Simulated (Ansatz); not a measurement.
# La2F3: the cost of one run

Computed with Ansatz 0.2.0 (DFT PBE, scalar-relativistic, plane waves, PAW, unless a step's input says otherwise).

## Step 1: The starting structure

The structure is hexagonal, space group P6/mmm (No. 191). Conventional cell: a = 4.359 Å, b = 4.359 Å, c = 6.243 Å, α = 90.00°, β = 90.00°, γ = 120.00°. La (site symmetry 6/mmm) is surrounded by 2 La at 3.12 Å. La (site symmetry 6/mmm) has 6 F at 2.18 Å in its first shell of neighbours. F (site symmetry mmm) is surrounded by 4 F at 2.18 Å and 2 La at 2.18 Å.

Structure file:

```xyz
5
Lattice="4.3586 0.0000 0.0000 -2.1793 3.7746 0.0000 0.0000 0.0000 6.2428" Properties=species:S:1:pos:R:3 pbc="T T T"
La    0.0000    0.0000    3.1214
La    0.0000    0.0000    0.0000
F     2.1793    0.0000    0.0000
F    -1.0896    1.8873    0.0000
F     1.0896    1.8873    0.0000
```

Recipe of the guess: random cell by space group and Wyckoff sites (P6/mmm, No. 191). Lengths come from tabulated atomic sizes and are only a guess.

## Step 2: The guess as it stands, on a coarse mesh

Input file input.yaml:

```yaml
crystal:
  lattice:
    - [4.35857703, 0.0, 0.0]
    - [-2.17928851, 3.77463843, 0.0]
    - [0.0, 0.0, 6.24283305]
  atoms:
    - { symbol: La, position: [0.0, 0.0, 0.5] }
    - { symbol: La, position: [0.0, 0.0, 0.0] }
    - { symbol: F, position: [0.5, 0.0, 0.0] }
    - { symbol: F, position: [0.0, 0.5, 0.0] }
    - { symbol: F, position: [0.5, 0.5, 0.0] }
basis:
  ecutwfc: 420
kpoints:
  mp_grid: { grid: [6, 6, 4] }
hamiltonian:
  xc: pbe
scf:
  occupations: { method: gaussian, width: 0.1 }
  lower_state_search: "off"
output:
  forces: true
  stress: true
  eigenvalues: true
```

Run with:

```console
$ ansatz run input.yaml --threads 1 --pin off --max-ram 2560MiB --backend cpu --events-out ev --progress --plain --runs-dir out
```

Q: Estimate wall time and peak memory on 1 thread of Intel Xeon at 2.50GHz (Skylake/Cascade Lake), shared host.

About 11 s, with a peak of 0.39 GiB.
